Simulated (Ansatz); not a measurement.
# Dy3Br: the cost of one run

Method: DFT PBE, scalar-relativistic, plane waves, PAW; 4f electrons in the core of a trivalent norm-conserving potential, in Ansatz 0.2.0.

### Step 1. Starting point

It takes space group P4/mmm (No. 123, tetragonal). Conventional cell: a = 4.773 Å, b = 4.773 Å, c = 4.633 Å, α = 90.00°, β = 90.00°, γ = 90.00°. Dy (site symmetry 4/mmm) is surrounded by 8 Dy at 3.33 Å and 4 Br at 3.38 Å. Dy (site symmetry mmm) is surrounded by 8 Dy at 3.33 to 3.38 Å and 4 Br at 3.33 Å. Br (site symmetry 4/mmm) has 12 Dy at 3.33 to 3.38 Å in its first shell of neighbours.

Structure file:

```cif
data_structure
_symmetry_space_group_name_H-M 'P4/mmm'
_symmetry_Int_Tables_number 123
_cell_length_a 4.7733
_cell_length_b 4.7733
_cell_length_c 4.6333
_cell_angle_alpha 90.000
_cell_angle_beta 90.000
_cell_angle_gamma 90.000
_cell_volume 105.57
loop_
_atom_site_label
_atom_site_type_symbol
_atom_site_symmetry_multiplicity
_atom_site_Wyckoff_symbol
_atom_site_fract_x
_atom_site_fract_y
_atom_site_fract_z
_atom_site_occupancy
Dy1 Dy 1 c 0.50000 0.50000 0.00000 1
Dy2 Dy 2 e 0.50000 0.00000 0.50000 1
Br1 Br 1 a 0.00000 0.00000 0.00000 1
```

The cell is invented: species swapped into a database cell of InPd3 (P4/mmm, No. 123), with Br on the In sites and Dy on the Pd sites. Lengths come from tabulated atomic sizes and are only a guess.

### Step 2. A first look at the guess

The input, input.yaml:

```yaml
crystal:
  lattice:
    - [4.77331484, 0.0, 0.0]
    - [0.0, 4.77331484, 0.0]
    - [0.0, 0.0, 4.63328751]
  atoms:
    - { symbol: Dy, position: [0.5, 0.5, 0.0] }
    - { symbol: Dy, position: [0.5, 0.0, 0.5] }
    - { symbol: Dy, position: [0.0, 0.5, 0.5] }
    - { symbol: Br, position: [0.0, 0.0, 0.0] }
basis:
  ecutwfc: 630
kpoints:
  mp_grid: { grid: [4, 4, 4] }
hamiltonian:
  xc: pbe
  pseudopotentials:
    kind: paw
    azcp: { Dy: "pseudopotentials/pbe/nc/lanthanide_3plus/Dy.nc.azcp" }
scf:
  occupations: { method: gaussian, width: 0.1 }
  lower_state_search: "off"
output:
  forces: true
  stress: true
  eigenvalues: true
```

Started as:

```console
$ ansatz run input.yaml --threads 1 --pin off --max-ram 2560MiB --backend cpu --events-out ev --progress --plain --runs-dir out
```

**Question.** How long does this run take on 1 thread of Arm Neoverse V1, shared host, and how much memory does it need?

About 6.7 s, with a peak of 0.35 GiB.
